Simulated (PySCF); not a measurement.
The system is LiH (HLi), in a box.

```
Li H
1.0
     9.00000    0.00000    0.00000
     0.00000    9.00000    0.00000
     0.00000    0.00000   11.00000
Li H
1 1
Direct
  0.50144 0.50233 0.43056
  0.50144 0.50233 0.57562
```

Base run:

- Program: PySCF 2.14.0
- Functional: PW91
- Dispersion: D4
- Potentials or basis: pob-tzvp-rev2 (all-electron)
- k mesh: 1 × 1 × 1
- Occupations: fixed
- Spin: no spin polarisation

Its results: gap between the frontier levels 3.28 eV.

Problem. After a change of settings the same cell gave: gap between the frontier levels 4.88 eV. Which change was it?
A. functional from PW91 to BHandHLYP; dispersion from D4 to D3(BJ)
B. functional from PW91 to HSE03
C. functional from PW91 to PBE; dispersion from D4 to none
D. functional from PW91 to r2SCANh; dispersion from D4 to none

Solution. B.

HSE03 gives the wider gap, since exact exchange removes part of the self-interaction.

Caveats: this is a molecule in a periodic box at the Γ point, so its band gap is the HOMO-LUMO gap; the basis of atomic orbitals isn't converged, which shifts pressures, moduli and gaps; this program's HSE differs a little from the usual definition (some runs).
